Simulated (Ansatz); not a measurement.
# ScSi2: the cost of one run

Program: Ansatz 0.2.0. Level of theory: DFT PBE, scalar-relativistic, plane waves, PAW. These are calculated values, not measurements.

**1. The system as given**

The structure is cubic, space group Fd-3m (No. 227). The conventional cell has a = 7.332 Å, b = 7.332 Å, c = 7.332 Å, α = 90.00°, β = 90.00°, γ = 90.00°. Around Sc (site symmetry -43m) lie 12 Si at 3.04 Å and 4 Sc at 3.18 Å. Si (site symmetry -3m) has 6 Si at 2.59 Å and 6 Sc at 3.04 Å as nearest neighbours.

Structure file:

```xyz
6
Lattice="0.0000 3.6662 3.6662 3.6662 0.0000 3.6662 3.6662 3.6662 0.0000" Properties=species:S:1:pos:R:3 pbc="T T T"
Sc    3.6662    3.6662    3.6662
Sc    5.4993    5.4993    5.4993
Si    2.7496    2.7496    0.9165
Si    0.9165    0.9165    0.9165
Si    2.7496    0.9165    2.7496
Si    0.9165    2.7496    2.7496
```

A structure generator made this guess: species swapped into a database cell of TaV2 (Fd-3m, No. 227), with Sc on the Ta sites and Si on the V sites. The dimensions are guesses.

**2. A first look at the guess**

Contents of input.yaml:

```yaml
crystal:
  lattice:
    - [0.0, 3.66619212, 3.66619212]
    - [3.66619212, 0.0, 3.66619212]
    - [3.66619212, 3.66619212, 0.0]
  atoms:
    - { symbol: Sc, position: [0.5, 0.5, 0.5] }
    - { symbol: Sc, position: [0.75, 0.75, 0.75] }
    - { symbol: Si, position: [0.125, 0.125, 0.625] }
    - { symbol: Si, position: [0.125, 0.125, 0.125] }
    - { symbol: Si, position: [0.125, 0.625, 0.125] }
    - { symbol: Si, position: [0.625, 0.125, 0.125] }
basis:
  ecutwfc: 420
kpoints:
  mp_grid: { grid: [4, 4, 4] }
hamiltonian:
  xc: pbe
scf:
  occupations: { method: gaussian, width: 0.1 }
  lower_state_search: "off"
output:
  forces: true
  stress: true
  eigenvalues: true
```

On the command line:

```
$ ansatz run input.yaml --threads 1 --pin off --max-ram 2560MiB --backend cpu --events-out ev --progress --plain --runs-dir out
```

What time and memory should one allow on 1 thread of Arm Neoverse V2, shared host?

About 1.2 s, with a peak of 0.33 GiB.
